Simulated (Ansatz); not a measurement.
# Si5H12: how energies converge with the basis set

One table from this session's results is given with a row withheld; the runs are named, their logs left out.

Computed with Ansatz 0.2.0, Gaussian basis. Level: one geometry, several basis sets.

The runs, in order: PBE0-D4/def2-SVP; ωB97M-V/def2-SVP; PBE0-D4/def2-QZVPP; ωB97M-V/def2-QZVPP; the functionals' def2-TZVPP values are taken from earlier runs.

1 further run of the same task is left out (it didn't finish). Runs told in other sessions of the task aren't counted.

**The relaxed structure**

All runs share one geometry, relaxed beforehand with PBE0-D4 in a triple-zeta def2 set.

SMILES `[SiH3][SiH2][SiH]([SiH3])[SiH3]`, 17 atoms, charge 0, spin multiplicity 1.

Atoms are counted from 1 here; the program's logs count them from 0.

Bond lengths: Si1–Si2 2.338 Å, Si1–H6 1.488 Å, Si1–H7 1.488 Å, Si1–H8 1.488 Å, Si2–Si3 2.338 Å, Si2–H9 1.491 Å, Si2–H10 1.491 Å, Si3–Si4 2.338 Å, Si3–Si5 2.337 Å, Si3–H11 1.493 Å, Si4–H12 1.488 Å, Si4–H13 1.488 Å, Si4–H14 1.488 Å, Si5–H15 1.488 Å, Si5–H16 1.488 Å, Si5–H17 1.488 Å. Angles: Si2–Si1–H6 109.6°, Si2–Si1–H7 109.7°, Si2–Si1–H8 111.5°, H6–Si1–H7 108.6°, H6–Si1–H8 108.7°, H7–Si1–H8 108.8°, Si1–Si2–Si3 110.5°, Si1–Si2–H9 109.5°, Si1–Si2–H10 110.1°, Si3–Si2–H9 108.6°, Si3–Si2–H10 110.1°, H9–Si2–H10 108.0°, Si2–Si3–Si4 109.3°, Si2–Si3–Si5 110.0°, Si2–Si3–H11 108.9°, Si4–Si3–Si5 110.0°, Si4–Si3–H11 109.0°, Si5–Si3–H11 109.6° and more.

The first run:

in.yaml reads:

```yaml
crystal:
  periodic: [false, false, false]
  atoms:
    - {symbol: Si, position_ang: [-2.743655, -0.242074, -1.378449]}
    - {symbol: Si, position_ang: [-1.078967, -1.236151, -0.072244]}
    - {symbol: Si, position_ang: [0.365779, 0.387977, 0.788428]}
    - {symbol: Si, position_ang: [1.294224, 1.610986, -0.974073]}
    - {symbol: Si, position_ang: [2.059842, -0.630500, 2.035103]}
    - {symbol: H, position_ang: [-2.118652, 0.463080, -2.529558]}
    - {symbol: H, position_ang: [-3.492566, 0.752259, -0.563838]}
    - {symbol: H, position_ang: [-3.702350, -1.253018, -1.900475]}
    - {symbol: H, position_ang: [-0.286103, -2.180652, -0.909526]}
    - {symbol: H, position_ang: [-1.696063, -2.012948, 1.040134]}
    - {symbol: H, position_ang: [-0.413650, 1.311625, 1.664228]}
    - {symbol: H, position_ang: [2.020390, 0.684705, -1.884458]}
    - {symbol: H, position_ang: [0.232063, 2.304725, -1.751058]}
    - {symbol: H, position_ang: [2.254472, 2.626665, -0.464008]}
    - {symbol: H, position_ang: [2.995653, 0.382554, 2.593759]}
    - {symbol: H, position_ang: [1.483687, -1.420556, 3.156411]}
    - {symbol: H, position_ang: [2.825896, -1.548667, 1.149632]}
basis:
  gaussian: {orbitals: def2-SVP}
hamiltonian: {xc: pbe0, dispersion: d4}
output: {orbitals: {seedname: orbitals}}
```

On the command line:

```sh
$ ansatz run in.yaml --threads 4 --pin off --events-out ev --progress --plain --max-ram 11315MiB
```

Among the steps run: PBE0-D4 in def2-SVP; ωB97M-V in def2-SVP; PBE0-D4 in def2-QZVPP; ωB97M-V in def2-QZVPP.

One table of the session follows, with a row left open; its other results are not shown here.

It belongs to the step «Density functionals: the series». 

| functional | basis | HOMO (eV) |
| --- | --- | --- |
| PBE0-D4 | def2-SVP | -7.79 |
| PBE0-D4 | def2-TZVPP | -7.71 |
| PBE0-D4 | def2-QZVPP | -7.71 |
| ωB97M-V | def2-SVP | -9.65 |
| ωB97M-V | def2-TZVPP | ? |
| ωB97M-V | def2-QZVPP | -9.61 |

**Question.** Estimate the row for ωB97M-V, def2-TZVPP.

As computed: HOMO (eV): -9.62. In the column «HOMO (eV)» it lies between ωB97M-V, def2-SVP (-9.65) and ωB97M-V, def2-QZVPP (-9.61).
